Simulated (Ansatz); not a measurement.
# ScSi4O: from a guess to a relaxed structure

The task: take a trial cell of ScSi4O to zero force and stress.

Method: DFT PBE, scalar-relativistic, plane waves, PAW, in Ansatz 0.2.0.

## (1) The starting structure

It takes space group F-43m (No. 216, cubic). Conventional cell: a = 7.176 Å, b = 7.176 Å, c = 7.176 Å, α = 90.00°, β = 90.00°, γ = 90.00°. Sc (site symmetry -43m) has 12 Si at 2.97 Å and 4 O at 3.11 Å in its first shell of neighbours. Si (site symmetry 3m) is surrounded by 6 Si at 2.54 Å and 3 O at 2.97 Å and 3 Sc at 2.97 Å. Around O (site symmetry -43m) lie 12 Si at 2.97 Å and 4 Sc at 3.11 Å.

Structure file:

```cif
data_structure
_symmetry_space_group_name_H-M 'F-43m'
_symmetry_Int_Tables_number 216
_cell_length_a 7.1755
_cell_length_b 7.1755
_cell_length_c 7.1755
_cell_angle_alpha 90.000
_cell_angle_beta 90.000
_cell_angle_gamma 90.000
_cell_volume 369.45
loop_
_atom_site_label
_atom_site_type_symbol
_atom_site_symmetry_multiplicity
_atom_site_Wyckoff_symbol
_atom_site_fract_x
_atom_site_fract_y
_atom_site_fract_z
_atom_site_occupancy
Sc1 Sc 4 a 0.00000 0.00000 0.00000 1
Si1 Si 16 e 0.87503 0.37503 0.12497 1
O1 O 4 c 0.25000 0.25000 0.25000 1
```

Recipe of the guess: species swapped into a database cell of GdDyAl4 (F-43m, No. 216), with Sc on the Gd sites, O on the Dy sites and Si on the Al sites. Its size is a rough estimate.

## (2) Probe: one point on a coarse mesh

Contents of input.yaml:

```yaml
crystal:
  lattice:
    - [0.0, 3.58775486, 3.58775486]
    - [3.58775486, 0.0, 3.58775486]
    - [3.58775486, 3.58775486, 0.0]
  atoms:
    - { symbol: Sc, position: [0.0, 0.0, 0.0] }
    - { symbol: Si, position: [0.87490872, 0.37503043, 0.37503043] }
    - { symbol: Si, position: [0.37503043, 0.37503043, 0.37503043] }
    - { symbol: Si, position: [0.37503043, 0.87490872, 0.37503043] }
    - { symbol: Si, position: [0.37503043, 0.37503043, 0.87490872] }
    - { symbol: O, position: [0.75, 0.75, 0.75] }
basis:
  ecutwfc: 420
kpoints:
  mp_grid: { grid: [4, 4, 4] }
hamiltonian:
  xc: pbe
scf:
  occupations: { method: gaussian, width: 0.1 }
  lower_state_search: "off"
output:
  forces: true
  stress: true
  eigenvalues: true
```

Launch:

```bash
> ansatz run input.yaml --threads 1 --pin off --max-ram 2560MiB --backend cpu --events-out ev --progress --plain --runs-dir out
```

Further runs follow: spin check on a coarse mesh; coarse relaxation; full relaxation.

Q: Predict the outcome of this session. Wanted: conventional cell; volume; energy over the elements; gap on the mesh.

The runs gave:

```
                                                              quantity                                                                      value
                                symmetry at the end (tolerance 0.05 Å)                                                space group F-43m (No. 216)
                                                     conventional cell  a = 7.015 Å, b = 7.015 Å, c = 7.015 Å, α = 90.00°, β = 90.00°, γ = 90.00°
                                                                volume                                                              14.38 Å³/atom
energy over the elements (uncorrected; H, N, O, F and Cl as molecules)                                                              -0.08 eV/atom
                                                       gap on the mesh                                                               none (metal)
```

What this shows: The space group F-43m (No. 216) is kept, and the volume per atom shrinks by 6.6 % from the first guess. A negative formation energy is needed for stability but isn't enough; other structures and compounds were not set against it here. No finished test with a distortion of lower symmetry is shown, so the end may be a saddle point. A spin-polarised run here lost its starting moments, which speaks against magnetism, though one start doesn't rule it out. Other magnetic orders were not searched.
